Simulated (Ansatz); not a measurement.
# ZrSi4Ru: the cost of one run

Computed with Ansatz 0.2.0 (DFT PBE, scalar-relativistic, plane waves, PAW, unless a step's input says otherwise).

## 1. Starting point

The structure is hexagonal, space group P6/mmm (No. 191). Conventional cell: a = 4.052 Å, b = 4.052 Å, c = 6.885 Å, α = 90.00°, β = 90.00°, γ = 120.00°. Around Zr (site symmetry 6/mmm) lie 8 Si at 1.68 to 2.34 Å. Si (site symmetry -6m2) is surrounded by 3 Si at 2.34 Å and 3 Zr at 2.34 Å. Si (site symmetry 6mm) is surrounded by 1 Zr at 1.68 Å and 1 Ru at 1.77 Å. Around Ru (site symmetry 6/mmm) lie 2 Si at 1.77 Å.

Coordinates:

```
CELL_PARAMETERS angstrom
4.05215 0.00000 0.00000
-2.02607 3.50926 0.00000
0.00000 0.00000 6.88539
ATOMIC_POSITIONS crystal
Zr 0.00000 0.00000 0.50000
Si 0.33333 0.66667 0.50000
Si 0.66667 0.33333 0.50000
Si 0.00000 0.00000 0.25635
Si 0.00000 0.00000 0.74365
Ru 0.00000 0.00000 0.00000
```

The cell is invented: random cell by space group and Wyckoff sites (P6/mmm, No. 191). Lengths come from tabulated atomic sizes and are only a guess.

## 2. Probe: one point on a coarse mesh

input.yaml

```yaml
crystal:
  lattice:
    - [4.05214574, 0.0, 0.0]
    - [-2.02607287, 3.50926115, 0.0]
    - [0.0, 0.0, 6.88538843]
  atoms:
    - { symbol: Zr, position: [0.0, 0.0, 0.5] }
    - { symbol: Si, position: [0.33333333, 0.66666667, 0.5] }
    - { symbol: Si, position: [0.66666667, 0.33333333, 0.5] }
    - { symbol: Si, position: [0.0, 0.0, 0.25634676] }
    - { symbol: Si, position: [0.0, 0.0, 0.74365324] }
    - { symbol: Ru, position: [0.0, 0.0, 0.0] }
basis:
  ecutwfc: 420
kpoints:
  mp_grid: { grid: [6, 6, 4] }
hamiltonian:
  xc: pbe
scf:
  occupations: { method: gaussian, width: 0.1 }
  lower_state_search: "off"
output:
  forces: true
  stress: true
  eigenvalues: true
```

Started as:

```
> ansatz run input.yaml --threads 1 --pin off --max-ram 2560MiB --backend cpu --events-out ev --progress --plain --runs-dir out
```

**Question.** How long does this run take on 1 thread of Arm Neoverse V2, shared host, and how much memory does it need?

About 4.6 s, with a peak of 0.38 GiB.
